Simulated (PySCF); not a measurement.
# CH7NSSi: the cost of one run

Programs: PySCF 2.14.0, with density-fitted response routines of our own. Each step states its level of theory. These are calculated values for one molecule in the gas phase, unless marked as measured. Atoms count from 0, in the outputs and in this text.

## 1. The molecule as given

11 atoms, charge 0, multiplicity 1; geometry from: GFN2-xTB. The atoms were then displaced at random by about 0.01 Å, so the start is not that level's minimum.

Bonds of the start (Å): C0–S1 1.81, S1–Si2 2.14, Si2–N3 1.76, C0–H4 1.10, C0–H5 1.05, C0–H6 1.10, Si2–H7 1.45, Si2–H8 1.44, N3–H9 0.97, N3–H10 1.01.

## 2. Optimising the geometry at PBE0-D3(BJ)/def2-SVP

Job settings and geometry (Å):

```
{"job": {"xc": "PBE0", "basis": "def2-SVP", "d3": "d3bj", "grid": 1, "shake": 0.01, "kind": "geom"}, "charge": 0, "multiplicity": 1}
C     -2.104130    -0.153810     0.066150
S     -0.718130     0.922220     0.500090
Si     0.849010    -0.263670    -0.338940
N      2.317550     0.558470     0.167180
H     -2.176740    -0.252220    -1.026740
H     -2.025390    -1.091010     0.540830
H     -3.008420     0.368710     0.421650
H      0.865840    -1.581800     0.273800
H      0.613630    -0.348410    -1.752420
H      3.177100     0.270710    -0.176250
H      2.247800     1.544960     0.348880
```

Started as:

```sh
> OMP_NUM_THREADS=1 python probes_run.py task.json out
```

One launch serves the whole session: the jobs run in the order shown.

**Question.** How long does this first job take on 1 thread of Arm Neoverse V1, shared host, and how much memory does it need?

About 96 s, with a peak of 0.39 GiB.
